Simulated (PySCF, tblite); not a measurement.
# C₄H₆N₂OS₂+ (doublet): geometry, infrared bands and EPR parameters

What infrared bands and EPR parameters should C₄H₆N₂OS₂+ (doublet) (`C[S+]COc1ncsn1`) show?

The runs use tblite 0.8.0 and PySCF 2.14.0, with density-fitted response routines of our own; the level of theory stands in each step. All values are computed, except where a source is named. Atoms are numbered from 0 throughout.

### 1 The molecule as given

15 atoms, charge 1, multiplicity 2; geometry from: force field or distance geometry start.

Bonds of the start (Å): C0–S1 1.80, S1–C2 1.79, C2–O3 1.39, O3–C4 1.38, C4–N5 1.34, N5–C6 1.34, C6–S7 1.70, S7–N8 1.64, N8–C4 1.34, C0–H9 1.11, C0–H10 1.13, C0–H11 1.13, C2–H12 1.13, C2–H13 1.13, C6–H14 1.09.

### 2 Geometry optimisation with GFN2-xTB

Job settings and geometry (Å):

```
{"job": {"kind": "relax", "xc": "GFN2-xTB", "basis": "xTB"}, "charge": 1, "multiplicity": 2}
C     -3.017300     0.311500     0.205300
S     -1.324300    -0.108100     0.641000
C     -0.605500    -0.986800    -0.741000
O      0.718100    -1.392200    -0.594000
C      1.777300    -0.540600    -0.343600
N      1.626400     0.785200    -0.255000
C      2.804200     1.387500    -0.028900
S      4.094000     0.283100     0.068100
N      3.041100    -0.948000    -0.201200
H     -3.185400     1.405400     0.192500
H     -3.280200    -0.029500    -0.841900
H     -3.770500    -0.232100     0.845500
H     -1.204500    -1.935900    -0.862300
H     -0.713000    -0.438200    -1.719300
H      3.035100     2.446700     0.107200
```

The run is started by

```sh
> OMP_NUM_THREADS=1 python probes_run.py task.json out
```

The driver reads the jobs from task.json and runs them one after another.

**Question.** This job is followed by: GFN2-xTB harmonic vibrations, gas phase; UKS B3LYP, pcH-1 on C H N O S, non-relativistic, mean-field spin-orbit, GIAO. What will the session give for the following? strongest single infrared mode (GFN2-xTB); zero-point energy (GFN2-xTB); g(iso) (B3LYP); ⟨S²⟩; largest a(iso) (averaged by class).

As calculated:

| quantity | value |
| --- | --- |
| strongest single infrared mode (GFN2-xTB) | 1546 cm⁻¹, 202 km/mol |
| zero-point energy (GFN2-xTB) | 63.7 kcal/mol |
| g(iso) (B3LYP) | 2.00904 |
| ⟨S²⟩ | 0.754 (exact 0.75) |
| largest a(iso) (averaged by class) | 14N on N5, 123.1 MHz |

The optimisation took 138 steps and gained 0.859 eV; among the close pairs (by a distance rule), S1–C2 changed most, from 1.788 to 1.851 Å. All 39 modes are real, so the xTB geometry is a minimum. The strongest single mode, at 1546 cm⁻¹, moves mainly C4. GFN2-xTB is a fitted tight-binding method: band positions and strengths are rough. Its intensities can rank the bands wrongly. The largest share of the spin, 0.72 e, sits on S1. The isotropic g lies 6.7 ppt above the free-electron value.
